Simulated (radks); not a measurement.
# Valence configurations of Mn³⁺

One table from this session's results is given with a row withheld; the runs are named, their logs left out.

Method: non-relativistic Kohn-Sham, BLYP, spin-polarised, spherical densities, point nucleus; open shells are filled with parallel spins first. Code: radks (a radial shooting solver on a logarithmic mesh, Libxc functionals) version 1.

## The system

```
element       : manganese (Z = 25)
charge        : +3
electrons     : 22
configuration : [Ar] 3d4
others tried  : 3d3.5 4p0.5; 3d3 4s1; 3d2 4s2; 3d2 4p2; 3d2.5 4s1 4p0.5; 3d1.5 4s2 4p0.5; 3d3 4p1; 3d1.5 4s1 4p1.5; 3d1 4s2 4p1
```

Outer shells as boxes (Hund's rule):

Mn³⁺
```
[Ar] core
3d [↑ ][↑ ][↑ ][↑ ][  ]
```

The first run:

Input:

```text
Z 25
configuration [Ar] 3d4
relativity non-relativistic
functional b88,lyp
spin polarised
nucleus point
```

Among the steps run: [Ar] 3d4.

One table of the session follows, with a row left open; its other results are not shown here.

It belongs to the step «[Ar] 3d4». From the orbitals of this run (lengths in bohr):

```
  level     <r>  outermost maximum (interpolated)  90 % within  nodes
  2p up  0.2485                             0.189        0.407      0
2p down       ?                                 ?            ?      ?
  3s up  0.8507                             0.740         1.27      2
3s down  0.8549                             0.741         1.28      2
  3p up  0.8897                             0.749         1.36      1
3p down  0.8972                             0.751         1.38      1
  3d up   1.030                             0.733         1.72      0
3d down   1.072                             0.743         1.81      0
```

Estimate the missing values for 2p down.

As computed: <r>: 0.2480; outermost maximum (interpolated): 0.189; 90 % within: 0.406; nodes: 0. In the column «<r>» it is the lowest.
